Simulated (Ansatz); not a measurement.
**C₄H₁₀FIn: small, medium and large basis sets**

One table from this session's results is given with a row withheld; the runs are named, their logs left out.

Computed with Ansatz 0.2.0, Gaussian basis. Level: one geometry, several basis sets.

Levels to be run: PBE0-D4/def2-SVP; ωB97M-V/def2-SVP; PBE0-D4/def2-QZVPP; ωB97M-V/def2-QZVPP; the functionals' def2-TZVPP values are taken from earlier runs.

## The relaxed structure

The geometry comes from an earlier relaxation with PBE0-D4 in a triple-zeta def2 set; it is a stationary point, not always the lowest conformer. In takes the def2 core potential; no spin-orbit term is included.

SMILES `C[CH2][In]([F])[CH2]C`, 16 atoms, charge 0, spin multiplicity 1.

Atoms are counted from 1 here; the program's logs count them from 0.

Bond lengths: C1–C2 1.523 Å, C1–H7 1.091 Å, C1–H8 1.095 Å, C1–H9 1.093 Å, C2–In3 2.148 Å, C2–H10 1.093 Å, C2–H11 1.095 Å, In3–F4 1.989 Å, In3–C5 2.149 Å, C5–C6 1.523 Å, C5–H12 1.093 Å, C5–H13 1.095 Å, C6–H14 1.091 Å, C6–H15 1.092 Å, C6–H16 1.095 Å. Angles: C2–C1–H7 111.7°, C2–C1–H8 111.1°, C2–C1–H9 111.8°, H7–C1–H8 108.0°, H7–C1–H9 106.8°, H8–C1–H9 107.2°, C1–C2–In3 112.5°, C1–C2–H10 111.9°, C1–C2–H11 111.0°, In3–C2–H10 108.9°, In3–C2–H11 105.8°, H10–C2–H11 106.3°, C2–In3–F4 105.7°, C2–In3–C5 148.4°, F4–In3–C5 105.9°, In3–C5–C6 112.6°, In3–C5–H12 108.7°, In3–C5–H13 105.9° and more.

The first run:

File in.yaml:

```yaml
crystal:
  periodic: [false, false, false]
  atoms:
    - {symbol: C, position_ang: [2.007040, -2.239070, 0.292574]}
    - {symbol: C, position_ang: [0.585736, -2.108251, -0.238392]}
    - {symbol: In, position_ang: [-0.231591, -0.145606, 0.071324]}
    - {symbol: F, position_ang: [0.738171, 0.600847, 1.639702]}
    - {symbol: C, position_ang: [-1.642738, 1.363009, -0.519478]}
    - {symbol: C, position_ang: [-1.245560, 2.754512, -0.045686]}
    - {symbol: H, position_ang: [2.076029, -1.935319, 1.338549]}
    - {symbol: H, position_ang: [2.362587, -3.271771, 0.216206]}
    - {symbol: H, position_ang: [2.707532, -1.613336, -0.265780]}
    - {symbol: H, position_ang: [0.523066, -2.354131, -1.301253]}
    - {symbol: H, position_ang: [-0.090868, -2.797195, 0.277522]}
    - {symbol: H, position_ang: [-1.765858, 1.321649, -1.604551]}
    - {symbol: H, position_ang: [-2.603149, 1.060232, -0.090209]}
    - {symbol: H, position_ang: [-1.068658, 2.779247, 1.030678]}
    - {symbol: H, position_ang: [-0.325832, 3.098370, -0.524271]}
    - {symbol: H, position_ang: [-2.025898, 3.486813, -0.276925]}
basis:
  gaussian: {orbitals: def2-SVP}
hamiltonian: {xc: pbe0, dispersion: d4}
output: {orbitals: {seedname: orbitals}}
```

The run is started by

```console
$ ansatz run in.yaml --threads 2 --pin off --events-out ev --progress --plain --max-ram 32768MiB --backend cpu
```

Among the steps run: PBE0-D4 in def2-SVP; ωB97M-V in def2-SVP; PBE0-D4 in def2-QZVPP; ωB97M-V in def2-QZVPP.

One table of the session follows, with a row left open; its other results are not shown here.

| functional | basis | HOMO (eV) |
| --- | --- | --- |
| PBE0-D4 | def2-SVP | ? |
| PBE0-D4 | def2-TZVPP | -7.10 |
| PBE0-D4 | def2-QZVPP | -7.11 |
| ωB97M-V | def2-SVP | -9.16 |
| ωB97M-V | def2-TZVPP | -9.21 |
| ωB97M-V | def2-QZVPP | -9.22 |

Estimate the missing values for PBE0-D4, def2-SVP.

The run gave: HOMO (eV): -7.06. In the column «HOMO (eV)» it is the highest.
